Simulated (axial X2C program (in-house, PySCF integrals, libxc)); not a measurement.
# TeMg⁻: from the state search to constants

What are the state, bond length, wavenumber and bond energy of TeMg⁻, and what does spin–orbit coupling change?

Method: all-electron X2C, Te dyall-acv3z, Mg dyall-av3z; program: an in-house X2C program for linear molecules on PySCF integrals.

All values are calculated.

## 1. The job

File task.json:

```json
{"zs": [52, 12], "q": -1, "bas": ["dyall-acv3z", "dyall-av3z"], "levels": ["PBE0", "HF", "PW91"], "cc": true, "r0": 2.6, "thr": -1.0, "nmax": 90, "npts": 10, "nst": 2, "ntry": 6}
```

Keys: zs atomic numbers; q charge; bas basis sets; levels methods (HF also brings MP2); cc coupled cluster on or off; r0 starting distance in Å; thr threshold in hartree for freezing inner shells (an s shell follows its p shell); nmax most natural virtual spinors; npts points asked for on the curve; nst determinants followed; ntry starts of the search.

The run is started by

```
$ python so2c.py task.json out
```

Spin-free means the one-electron spin-free X2C Hamiltonian; two-component (2c) means X2C with spin–orbit coupling and atomic mean-field two-electron Coulomb and Gaunt terms. Basis: Te dyall-acv3z contracted to [12s13p9d5f1g], Mg dyall-av3z contracted to [10s9p6d4f]; Gaussian nuclei, density fitting. Masses: Te 129.906 u, Mg 23.985 u.

Notation: σ, π±, δ± give the projection m of an orbital's angular momentum (0, ±1, ±2), α and β its spin, Λ and M_S the sums; ω is the projection of a spinor's total angular momentum and Ω the sum. Logs are in hartree.

The results follow Hamiltonian by Hamiltonian and level by level.

## 2. State search with PBE0

Determinants are compared with PBE0 at 2.600 Å.

Spin-free determinants:

| ΔE (eV) | state | open shells |
| --- | --- | --- |
| 0.00 | M_S = 1/2, Λ = 0 | beyond closed shells: σα |
| 1.19 | M_S = 1/2, Λ = 1 | beyond closed shells: π+α, π+β, π-α |
| 2.13 | M_S = 1/2, Λ = 1 | beyond closed shells: π+α |
| 2.36 | M_S = 3/2, Λ = 0 | beyond closed shells: σα, π+α, π+β, 2 × π-α |
| 2.36 | M_S = 3/2, Λ = 2 | beyond closed shells: σα, 2 × π+α, π+β, π-α |
| 2.60 | M_S = 3/2, Λ = 1 | beyond closed shells: 2 × σα, π+α, π+β, π-α |
| 2.66 | M_S = 1/2, Λ = 1 | beyond closed shells: 2 × σα, π+α, π+β, π-β |

Two-component determinants:

| ΔE (eV) | state | open shells |
| --- | --- | --- |
| 0.00 | Ω = 1/2 | excess of +ω over −ω: ω = 1/2 |
| 1.01 | Ω = 3/2 | excess of +ω over −ω: ω = 3/2 |
| 2.06 | Ω = 3/2 | excess of +ω over −ω: ω = 3/2 |
| 2.18 | Ω = 7/2 | excess of +ω over −ω: ω = 1/2, 2 × ω = 3/2 |
| 2.41 | Ω = 5/2 | excess of +ω over −ω: 2 × ω = 1/2, ω = 3/2 |
| 2.43 | Ω = 5/2 | excess of +ω over −ω: ω = -1/2, 2 × ω = 3/2 |
| 2.46 | Ω = 1/2 | excess of +ω over −ω: 2 × ω = -1/2, ω = 3/2 |

## 3. PBE0, spin-free

State followed: M_S = 1/2, Λ = 0 (beyond closed shells: σα). The scan is laid around 2.569 Å, a first estimate of the minimum, and this SCF restarts from the orbitals of the search.

Output at 2.569 Å:

```text
spin-free X2C-1e  PBE0
basis functions 235  fitting functions 1049  grid points 5082
iter        total energy     max residual
   1      -6992.142879971     5.88e+00
   2      -6993.838892690     1.91e-02
   3      -6993.799987202     3.40e-02
   4      -6993.858454818     5.86e-03
   5      -6993.859472379     3.31e-03
   6      -6993.859634587     3.49e-04
   7      -6993.859640799     1.15e-04
   8      -6993.859641776     3.36e-05
   9      -6993.859641959     1.93e-05
  10      -6993.859642000     8.44e-06
  11      -6993.859642007     3.85e-06
  12      -6993.859642008     3.43e-07
converged
one-electron -9873.03605648  Coulomb 2944.58499354  exact exchange -47.75242895  xc functional -146.19121420  nuclear repulsion 128.53506408
```

Along the bond, energies from the lowest point:

| R (Å) | E (eV) | μ (D) | HOMO (eV) | LUMO (eV) | iterations |
| --- | --- | --- | --- | --- | --- |
| 2.235 | 0.5839 | -1.88 | -0.36 | 1.84 | 15 |
| 2.338 | 0.2317 | -1.59 | -0.47 | 1.75 | 15 |
| 2.415 | 0.0854 | -1.39 | -0.54 | 1.68 | 15 |
| 2.492 | 0.0138 | -1.20 | -0.62 | 1.61 | 15 |
| 2.569 | 0.0000 | -1.03 | -0.68 | 1.53 | 12 |
| 2.659 | 0.0375 | -0.85 | -0.76 | 1.44 | 15 |
| 2.749 | 0.1146 | -0.72 | -0.76 | 1.36 | 15 |
| 2.864 | 0.2511 | -0.60 | -0.71 | 1.26 | 15 |
| 3.006 | 0.4420 | -0.55 | -0.68 | 1.16 | 15 |
| 3.211 | 0.7169 | -0.64 | -0.66 | 1.07 | 15 |

Dipoles are positive if Mg is the positive end and refer to the centre of mass.

Outer orbitals at the reference distance:

```tsv
symmetry	occupied	ε (eV)	atomic character
σα	yes	-10.50	73% Te s, 10% Mg p, 8% Mg d
σβ	yes	-10.25	73% Te s, 10% Mg p, 8% Mg d
σα	yes	-2.77	57% Te p, 36% Mg s, 3% Te s
σβ	yes	-2.18	63% Te p, 29% Mg s, 3% Te s
π-α	yes	-0.92	77% Te p, 12% Mg p, 6% Mg d
π+α	yes	-0.92	77% Te p, 12% Mg p, 6% Mg d
π-β	yes	-0.86	77% Te p, 11% Mg p, 7% Mg d
π+β	yes	-0.86	77% Te p, 11% Mg p, 7% Mg d
σα	yes	-0.68	40% Mg p, 28% Mg s, 25% Te p
σβ	no	1.53	47% Mg s, 28% Mg p, 16% Te p
σα	no	1.91	81% Mg p, 17% Mg s
π-α	no	2.03	97% Mg p
π+α	no	2.03	97% Mg p
```

PBE0 fields in the half plane through the axis: z from -2.4 to 4.8 Å across, distance from the axis 0.15 to 2.25 Å upwards; Te lies at z = 0 and Mg at z = 2.569 Å; the ELF is damped to zero where the density is low.

log10 density (e/bohr³). Ten even steps from '0' (-3.78 ) to '9' (1.83 ):
```
0001112222221111111111100
0011222222222222221111111
0112223333332222222222111
0122333444333332222222211
1122344444443333333322221
1223344555444333443333222
1223445676544445665333222
1223456797654446786433222
```

ELF. Ten even steps from ' ' (0.01 ) to '@' (1.00 ):
```
      ..--====++++++====--::::..::--==**####**++--
    ..--==++**********++====------++##%%%%@@@@%%##
  ..::==****##########**++++======++%%@@@@@@@@@@%%
  ::--++**##############****++------**@@@@@@@@@@@@
..::==**######++++++**####**==..    ..**@@@@@@@@@@
..--++**##**--::::::--**##**..  ....  ..##@@@@@@@@
..--++**##==::**##**::--##++  ::##%%==  ==@@@@@@@@
..--++****--==++##++==::**==  ####**%%..::@@@@@@@@
```

Re = 2.552 Å, ωe = 321 cm⁻¹, ωexe = 1.44 cm⁻¹, Be = 0.1278 cm⁻¹, De = 1.71 eV, μ = -1.06 D.

## 4. HF, spin-free

Output at 2.569 Å:

```text
spin-free X2C-1e  HF
basis functions 235  fitting functions 1049  grid points 5082
iter        total energy     max residual
   1      -6990.925714650     2.63e-01
   2      -6990.948657113     4.35e-03
   3      -6990.949662857     2.12e-03
   4      -6990.949889262     1.16e-03
   5      -6990.949991760     7.86e-04
   6      -6990.950055854     3.53e-04
   7      -6990.950078101     2.45e-04
   8      -6990.950087560     1.52e-04
   9      -6990.950091990     5.59e-05
  10      -6990.950092795     3.71e-05
  11      -6990.950093009     2.15e-05
  12      -6990.950093103     1.01e-05
  13      -6990.950093125     2.41e-06
  14      -6990.950093127     7.95e-07
converged
one-electron -9872.33664417  Coulomb 2943.95677119  exact exchange -191.10528423  xc functional 0.00000000  nuclear repulsion 128.53506408
```

No constants are quoted: the solution changes its character somewhere along the scan, so the fit is set aside.

## 5. PW91, spin-free

Output at 2.569 Å:

```text
spin-free X2C-1e  PW91
basis functions 235  fitting functions 1049  grid points 5082
iter        total energy     max residual
   1      -6994.833538122     1.10e-01
   2      -6994.837168872     3.72e-03
   3      -6994.832159108     1.03e-02
   4      -6994.837873878     7.83e-04
   5      -6994.837893793     5.68e-04
   6      -6994.837910131     2.65e-04
   7      -6994.837910726     2.37e-05
   8      -6994.837910760     5.02e-06
   9      -6994.837910761     2.44e-06
converged
one-electron -9872.92965682  Coulomb 2944.46283053  exact exchange 0.00000000  xc functional -194.90614855  nuclear repulsion 128.53506408
```

Re = 2.572 Å, ωe = 308 cm⁻¹, ωexe = 1.36 cm⁻¹, Be = 0.1259 cm⁻¹, De = 1.77 eV, μ = -1.40 D.

## 6. Correlated methods, spin-free

Correlated methods: 9 electrons correlated (frozen shells, counted by type: Te 4 s, 3 p, 2 d; Mg 2 s, 1 p), 355 virtual spinors in MP2, 90 natural virtuals in coupled cluster.

Output of the correlated part at 2.569 Å:

```text
correlated 9  virtual 355  natural virtual 90  E(MP2) -0.165344675  MP2 remainder -0.005384984
iter   CCSD correlation   residual
   1     -0.169976043   1.11e-01
   2     -0.174677902   4.70e-02
   3     -0.175923960   2.15e-02
   4     -0.175992934   9.40e-03
   5     -0.176061227   3.44e-03
   6     -0.176068518   1.51e-03
   7     -0.176071690   6.82e-04
   8     -0.176074488   3.03e-04
   9     -0.176072814   1.22e-04
  10     -0.176073586   4.92e-05
  11     -0.176073518   1.65e-05
  12     -0.176073653   6.64e-06
  13     -0.176073664   2.60e-06
(T) -0.010768765  T1 0.0299  D1 0.0504  max T2 0.045
```

T1 in the output is the amplitude norm over the root of the electron number; divide by √2 for the Lee–Taylor value.

MP2: No constants are quoted: the reference changes its character somewhere along the scan, so the fit is set aside.

CCSD: No constants are quoted: the reference changes its character somewhere along the scan, so the fit is set aside.

CCSD(T): No constants are quoted: the reference changes its character somewhere along the scan, so the fit is set aside.

## 7. A higher determinant, spin-free

State: M_S = 1/2, Λ = 1 (beyond closed shells: π+α, π+β, π-α).

Output at the reference distance:

```text
spin-free X2C-1e  PBE0
basis functions 235  fitting functions 1049  grid points 5082
iter        total energy     max residual
   1      -6992.016609412     6.09e+00
   2      -6993.797515939     1.62e-02
   3      -6993.799683691     2.37e-02
   4      -6993.813462894     1.94e-03
   5      -6993.813657762     5.49e-04
   6      -6993.813660481     4.39e-04
   7      -6993.813662321     4.32e-05
   8      -6993.813662392     8.27e-06
   9      -6993.813662396     1.87e-06
  10      -6993.813662396     6.32e-07
converged
one-electron -9870.02034168  Coulomb 2941.58690223  exact exchange -47.74779906  xc functional -146.16748796  nuclear repulsion 128.53506408
```

| R (Å) | E above the lowest PBE0 point (eV) |
| --- | --- |
| 2.235 | 2.517 |
| 2.338 | 1.948 |
| 2.415 | 1.643 |
| 2.492 | 1.416 |
| 2.569 | 1.251 |
| 2.659 | 1.119 |
| 2.749 | 1.034 |
| 2.864 | 0.977 |
| 3.006 | 0.960 |

No constants are quoted: the lowest point is the long end of the scan.

## 8. The spin-free curves together

Energy (eV) of the followed determinant, spin-free, from each level's lowest point:

| R (Å) | PBE0 | HF (jumps) | MP2 (its reference jumps) | CCSD (its reference jumps) | CCSD(T) (its reference jumps) | PW91 |
| --- | --- | --- | --- | --- | --- | --- |
| 2.235 | 0.584 | 0.635 | 0.649 | n/a | n/a | 0.625 |
| 2.338 | 0.232 | 0.254 | 0.264 | 0.269 | 0.281 | 0.262 |
| 2.415 | 0.085 | 0.095 | 0.101 | 0.106 | 0.114 | 0.107 |
| 2.492 | 0.014 | 0.016 | 0.019 | 0.023 | 0.027 | 0.025 |
| 2.569 | 0.000 | 0.000 | 0.000 | 0.000 | 0.000 | 0.000 |
| 2.659 | 0.038 | 0.039 | 0.040 | 0.030 | 0.026 | 0.024 |
| 2.749 | 0.115 | 0.119 | 0.132 | 0.101 | 0.096 | 0.089 |
| 2.864 | 0.251 | 0.253 | 0.312 | 0.226 | 0.226 | 0.211 |
| 3.006 | 0.442 | 0.412 | 0.584 | n/a | n/a | 0.389 |
| 3.211 | 0.717 | 0.589 | 0.915 | n/a | n/a | 0.660 |

## 9. PBE0, 2c

State followed: Ω = 1/2 (excess of +ω over −ω: ω = 1/2). The scan is laid around 2.569 Å, a first estimate of the minimum, and this SCF restarts from the orbitals of the search.

The SCF at the reference distance of 2.569 Å:

```text
two-component X2C + atomic mean field  PBE0
basis functions 235  fitting functions 1049  grid points 5082
iter        total energy     max residual
   1      -6989.164223682     5.91e+00
   2      -6990.966500694     1.94e-02
   3      -6990.928974119     3.39e-02
   4      -6990.985881509     5.74e-03
   5      -6990.986860400     3.30e-03
   6      -6990.987026023     3.30e-04
   7      -6990.987031863     1.17e-04
   8      -6990.987032881     3.87e-05
   9      -6990.987033082     2.03e-05
  10      -6990.987033125     7.84e-06
  11      -6990.987033132     4.17e-06
  12      -6990.987033133     3.50e-07
converged
one-electron -9864.55614840  Coulomb 2942.93480943  exact exchange -47.72451791  xc functional -146.11085513  nuclear repulsion 128.53506408  atomic mean-field constant -4.06538520
```

Along the bond, energies from the lowest point:

| R (Å) | E (eV) | μ (D) | HOMO (eV) | LUMO (eV) | iterations |
| --- | --- | --- | --- | --- | --- |
| 2.235 | 0.5949 | -1.96 | -0.33 | 1.84 | 15 |
| 2.338 | 0.2408 | -1.69 | -0.43 | 1.75 | 15 |
| 2.415 | 0.0923 | -1.51 | -0.49 | 1.68 | 15 |
| 2.492 | 0.0177 | -1.34 | -0.55 | 1.61 | 15 |
| 2.569 | 0.0000 | -1.20 | -0.60 | 1.54 | 12 |
| 2.659 | 0.0320 | -1.07 | -0.63 | 1.45 | 15 |
| 2.749 | 0.1021 | -0.99 | -0.60 | 1.37 | 15 |
| 2.864 | 0.2275 | -0.97 | -0.57 | 1.28 | 15 |
| 3.006 | 0.4011 | -1.05 | -0.57 | 1.19 | 16 |
| 3.211 | 0.6454 | -1.30 | -0.60 | 1.11 | 17 |

Dipoles are positive if Mg is the positive end and refer to the centre of mass.

Outer spinors at the reference distance:

```tsv
ω	occupied	ε (eV)	atomic character	λ mixture
1/2	yes	-10.53	73% Te s, 10% Mg p, 8% Mg d	100% σ
-1/2	yes	-10.29	73% Te s, 10% Mg p, 8% Mg d	100% σ
1/2	yes	-2.82	59% Te p, 34% Mg s, 3% Te s	98% σ, 2% π
-1/2	yes	-2.29	66% Te p, 26% Mg s, 3% Te s	93% σ, 7% π
1/2	yes	-1.17	68% Te p, 13% Mg p, 7% Mg s	85% π, 15% σ
-1/2	yes	-1.11	75% Te p, 10% Mg p, 6% Mg d	92% π, 8% σ
3/2	yes	-0.73	76% Te p, 13% Mg p, 6% Mg d	100% π
-3/2	yes	-0.68	76% Te p, 12% Mg p, 7% Mg d	100% π
1/2	yes	-0.60	36% Mg p, 33% Te p, 23% Mg s	87% σ, 13% π
-1/2	no	1.54	46% Mg s, 29% Mg p, 16% Te p	98% σ, 2% π
1/2	no	1.91	82% Mg p, 17% Mg s	100% σ
-1/2	no	2.02	97% Mg p	100% π
3/2	no	2.03	97% Mg p	100% π
```

PBE0 fields in the half plane through the axis: z from -2.4 to 4.8 Å across, distance from the axis 0.15 to 2.25 Å upwards; Te lies at z = 0 and Mg at z = 2.569 Å; the ELF is damped to zero where the density is low.

log10 density (e/bohr³). Ten even steps from ' ' (-3.78 ) to '@' (1.83 ):
```
      ......::::::::::::......................    
    ....::::::::::::::::::::::::::::..............
  ....::::::------------::::::::::::::::::::......
  ..::::------======----------::::::::::::::::....
....::::--==============----------------::::::::..
..::::----====++++++======------====--------::::::
..::::--====++**##**++========++****++------::::::
..::::--==++**##@@##**++======**##%%**==----::::::
```

ELF. Ten even steps from ' ' (0.01 ) to '@' (1.00 ):
```
      ..--====++++++====--::::..::--==**####**++--
    ..--==++**********++==--------++##%%%%@@@@%%##
  ..::==****##########**++++======**%%@@@@@@@@@@%%
  ::--++**##############****++------**@@@@@@@@@@@@
..::==**######++++++**####**==..    ..**@@@@@@@@@@
..--++**##**--::::::--**##**..  ....  ..##@@@@@@@@
..--++**##==::**##**::--##++  --##%%==  ==@@@@@@@@
..--++****--==++##++==::**==  ####**%%..::@@@@@@@@
```

Re = 2.559 Å, ωe = 314 cm⁻¹, ωexe = 1.62 cm⁻¹, Be = 0.1271 cm⁻¹, De = 1.57 eV, μ = -1.22 D.

## 10. HF, 2c

The SCF at the reference distance of 2.569 Å:

```text
two-component X2C + atomic mean field  HF
basis functions 235  fitting functions 1049  grid points 5082
iter        total energy     max residual
   1      -6988.049731731     2.67e-01
   2      -6988.072634233     4.38e-03
   3      -6988.073642197     2.09e-03
   4      -6988.073871970     1.12e-03
   5      -6988.073977399     7.82e-04
   6      -6988.074044652     3.58e-04
   7      -6988.074068732     2.46e-04
   8      -6988.074079823     1.67e-04
   9      -6988.074086508     6.81e-05
  10      -6988.074088097     4.49e-05
  11      -6988.074088474     2.01e-05
  12      -6988.074088582     9.01e-06
  13      -6988.074088600     2.37e-06
  14      -6988.074088601     8.68e-07
converged
one-electron -9863.84555011  Coulomb 2942.29491524  exact exchange -190.99313260  xc functional 0.00000000  nuclear repulsion 128.53506408  atomic mean-field constant -4.06538520
```

No constants are quoted: the solution changes its character somewhere along the scan, so the fit is set aside.

## 11. PW91, 2c

The SCF at the reference distance of 2.569 Å:

```text
two-component X2C + atomic mean field  PW91
basis functions 235  fitting functions 1049  grid points 5082
iter        total energy     max residual
   1      -6991.961923573     1.12e-01
   2      -6991.965569212     3.76e-03
   3      -6991.960648655     1.03e-02
   4      -6991.966252045     7.70e-04
   5      -6991.966267827     5.76e-04
   6      -6991.966284796     2.64e-04
   7      -6991.966285382     2.37e-05
   8      -6991.966285416     5.26e-06
   9      -6991.966285417     2.38e-06
converged
one-electron -9864.45436969  Coulomb 2942.81743986  exact exchange 0.00000000  xc functional -194.79903447  nuclear repulsion 128.53506408  atomic mean-field constant -4.06538520
```

Re = 2.580 Å, ωe = 301 cm⁻¹, ωexe = 1.5 cm⁻¹, Be = 0.1251 cm⁻¹, De = 1.62 eV, μ = -1.56 D.

## 12. Correlated methods, 2c

Correlated methods: 9 electrons correlated (frozen shells, counted by type: Te 4 s, 3 p, 2 d; Mg 2 s, 1 p), 355 virtual spinors in MP2, 90 natural virtuals in coupled cluster.

Output of the correlated part at 2.569 Å:

```text
correlated 9  virtual 355  natural virtual 90  E(MP2) -0.164768912  MP2 remainder -0.005454018
iter   CCSD correlation   residual
   1     -0.169504798   1.11e-01
   2     -0.174262024   4.68e-02
   3     -0.175452946   2.13e-02
   4     -0.175527924   9.46e-03
   5     -0.175596485   3.60e-03
   6     -0.175604373   1.70e-03
   7     -0.175608325   8.51e-04
   8     -0.175611293   4.21e-04
   9     -0.175609017   2.00e-04
  10     -0.175610127   1.01e-04
  11     -0.175610004   5.00e-05
  12     -0.175610311   2.58e-05
  13     -0.175610256   1.24e-05
  14     -0.175610272   5.72e-06
(T) -0.010635126  T1 0.0296  D1 0.0498  max T2 0.036
```

MP2: No constants are quoted: the reference changes its character somewhere along the scan, so the fit is set aside.

CCSD: No constants are quoted: the reference changes its character somewhere along the scan, so the fit is set aside.

CCSD(T): No constants are quoted: the reference changes its character somewhere along the scan, so the fit is set aside.

## 13. A higher determinant, 2c

State: Ω = 3/2 (excess of +ω over −ω: ω = 3/2).

Output at the reference distance:

```text
two-component X2C + atomic mean field  PBE0
basis functions 235  fitting functions 1049  grid points 5082
iter        total energy     max residual
   1      -6989.040878828     6.12e+00
   2      -6990.931945288     1.62e-02
   3      -6990.934000702     2.36e-02
   4      -6990.947699198     1.93e-03
   5      -6990.947892870     5.45e-04
   6      -6990.947895495     4.34e-04
   7      -6990.947897286     4.29e-05
   8      -6990.947897356     8.35e-06
   9      -6990.947897360     1.94e-06
  10      -6990.947897360     8.03e-07
converged
one-electron -9861.72854001  Coulomb 2940.12132233  exact exchange -47.72070507  xc functional -146.08965348  nuclear repulsion 128.53506408  atomic mean-field constant -4.06538520
```

| R (Å) | E above the lowest PBE0 point (eV) |
| --- | --- |
| 2.235 | 2.328 |
| 2.338 | 1.760 |
| 2.415 | 1.456 |
| 2.492 | 1.230 |
| 2.569 | 1.065 |
| 2.659 | 0.933 |
| 2.749 | 0.848 |
| 2.864 | 0.791 |
| 3.006 | 0.772 |

No constants are quoted: the lowest point is the long end of the scan.

## 14. The 2c curves together

Energy (eV) of the followed determinant, 2c, from each level's lowest point:

| R (Å) | PBE0 | HF (jumps) | MP2 (its reference jumps) | CCSD (its reference jumps) | CCSD(T) (its reference jumps) | PW91 |
| --- | --- | --- | --- | --- | --- | --- |
| 2.235 | 0.595 | 0.644 | 0.655 | n/a | n/a | 0.636 |
| 2.338 | 0.241 | 0.262 | 0.269 | 0.278 | 0.289 | 0.271 |
| 2.415 | 0.092 | 0.100 | 0.104 | 0.113 | 0.120 | 0.114 |
| 2.492 | 0.018 | 0.020 | 0.021 | 0.026 | 0.030 | 0.029 |
| 2.569 | 0.000 | 0.000 | 0.000 | 0.000 | 0.000 | 0.000 |
| 2.659 | 0.032 | 0.033 | 0.038 | 0.024 | 0.021 | 0.019 |
| 2.749 | 0.102 | 0.105 | 0.130 | 0.085 | 0.083 | 0.077 |
| 2.864 | 0.227 | 0.219 | 0.318 | 0.195 | 0.203 | 0.189 |
| 3.006 | 0.401 | 0.335 | 0.594 | n/a | n/a | 0.352 |
| 3.211 | 0.645 | 0.445 | 0.862 | n/a | n/a | 0.597 |

The whole job took 2.8 min on 1 thread of Arm Neoverse V1, shared host.

## 15. Results

Lowest determinant that the search found at its distance, spin-free: M_S = 1/2, Λ = 0 (beyond closed shells: σα).

Lowest determinant that the search found at its distance, 2c: Ω = 1/2 (excess of +ω over −ω: ω = 1/2).

```tsv
Hamiltonian	level	Re (Å)	ωe (cm⁻¹)	De (eV)	μ (D)
spin-free	PBE0	2.552	321	1.71	-1.06
spin-free	PW91	2.572	308	1.77	-1.40
2c	PBE0	2.559	314	1.57	-1.22
2c	PW91	2.580	301	1.62	-1.56
```

Dipoles are positive if Mg is the positive end and refer to the centre of mass. No constants: spin-free HF (the solution changes its character somewhere along the scan, so the fit is set aside); spin-free MP2 (the reference changes its character somewhere along the scan, so the fit is set aside); spin-free CCSD (the reference changes its character somewhere along the scan, so the fit is set aside); spin-free CCSD(T) (the reference changes its character somewhere along the scan, so the fit is set aside); 2c HF (the solution changes its character somewhere along the scan, so the fit is set aside); 2c MP2 (the reference changes its character somewhere along the scan, so the fit is set aside); 2c CCSD (the reference changes its character somewhere along the scan, so the fit is set aside); 2c CCSD(T) (the reference changes its character somewhere along the scan, so the fit is set aside).

Time per point (s) on 1 thread of Arm Neoverse V1, shared host (2c runs); the times are rough: PBE0 1.4, PW91 0.55.

At PBE0, going from spin-free to two-component changes Re by +7 mÅ, ωe by -2.3 %; the spin-free picture holds up (part of it comes from the scalar share of the two-electron terms). De moves by -0.14 eV; both De rest on single-determinant atoms, which can miss part of an open shell's spin–orbit lowering.

De refers to Te- + Mg, each in the lowest determinant found, which need not be this curve's own limit. The state is a single determinant with fixed occupations, the lowest that a limited PBE0 search found. De is counted from the lowest determinant-based energies of the atoms at the same level, without counterpoise correction. Density functionals use the spin component along the axis (collinear).
